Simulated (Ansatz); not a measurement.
# F2H2S2Ti: up Jacob's ladder to CCSD(T)

One table from this session's results is given with a row withheld; the runs are named, their logs left out.

The runs use Ansatz 0.2.0, Gaussian basis; functionals in def2-TZVPP, the program's frozen cores in correlated methods.

Plan: PBE-D4, r2SCAN-D4, PBE0-D4, B3LYP-D4, ωB97X-V, ωB97M-V, B2PLYP; CCSD(T)/def2-TZVPP; MP2/def2-QZVPP; extrapolation to the limit.

**The relaxed structure**

The geometry comes from an earlier relaxation with PBE0-D4 in a triple-zeta def2 set; it is a stationary point, not always the lowest conformer.

SMILES `[F][Ti]([F])([SH])[SH]`, 7 atoms, charge 0, spin multiplicity 1.

Atoms are counted from 1 here; the program's logs count them from 0.

Bond lengths: F1–Ti2 1.742 Å, Ti2–F3 1.742 Å, Ti2–S4 2.276 Å, Ti2–S5 2.276 Å, S4–H6 1.348 Å, S5–H7 1.348 Å. Angles: F1–Ti2–F3 116.2°, F1–Ti2–S4 111.4°, F1–Ti2–S5 104.3°, F3–Ti2–S4 104.3°, F3–Ti2–S5 111.4°, S4–Ti2–S5 109.1°, Ti2–S4–H6 91.2°, Ti2–S5–H7 91.2°.

Set-up of the first run:

Contents of in.yaml:

```yaml
crystal:
  periodic: [false, false, false]
  atoms:
    - {symbol: F, position_ang: [-0.187627, -1.367892, -1.649421]}
    - {symbol: Ti, position_ang: [-0.024098, -0.636265, -0.076861]}
    - {symbol: F, position_ang: [0.069849, -1.731394, 1.274749]}
    - {symbol: S, position_ang: [-1.799748, 0.703164, 0.405392]}
    - {symbol: S, position_ang: [1.851083, 0.642776, -0.242512]}
    - {symbol: H, position_ang: [-1.649101, 1.367823, -0.757732]}
    - {symbol: H, position_ang: [1.739642, 1.021779, 1.046384]}
basis:
  gaussian: {orbitals: def2-TZVPP}
hamiltonian: {xc: pbe, dispersion: d4}
output: {forces: true, orbitals: {seedname: orbitals}}
```

Run with:

```bash
$ ansatz run in.yaml --threads 2 --pin off --events-out ev --progress --plain --max-ram 22528MiB --backend cpu
```

Among the steps run: PBE-D4 (GGA); r2SCAN-D4 (meta-GGA); PBE0-D4 (hybrid); B3LYP-D4 (hybrid); ωB97X-V (range-separated); ωB97M-V (range-separated); B2PLYP (double hybrid).

One of the session's tables, all rows but one given; the rest of the session is left out.

It belongs to the step «Orbital energies across the functionals». 

```
functional  HOMO (eV)  LUMO (eV)  gap (eV)
    PBE-D4      -6.68      -4.09      2.59
 r2SCAN-D4      -6.98      -4.03      2.95
   PBE0-D4          ?          ?         ?
  B3LYP-D4      -7.63      -3.36      4.28
   ωB97X-V     -10.12      -0.92      9.20
   ωB97M-V      -9.95      -0.89      9.06
```

Estimate the missing values for PBE0-D4.

As computed: HOMO (eV): -7.88; LUMO (eV): -3.11; gap (eV): 4.77. In the column «HOMO (eV)» it lies between ωB97M-V (-9.95) and B3LYP-D4 (-7.63).
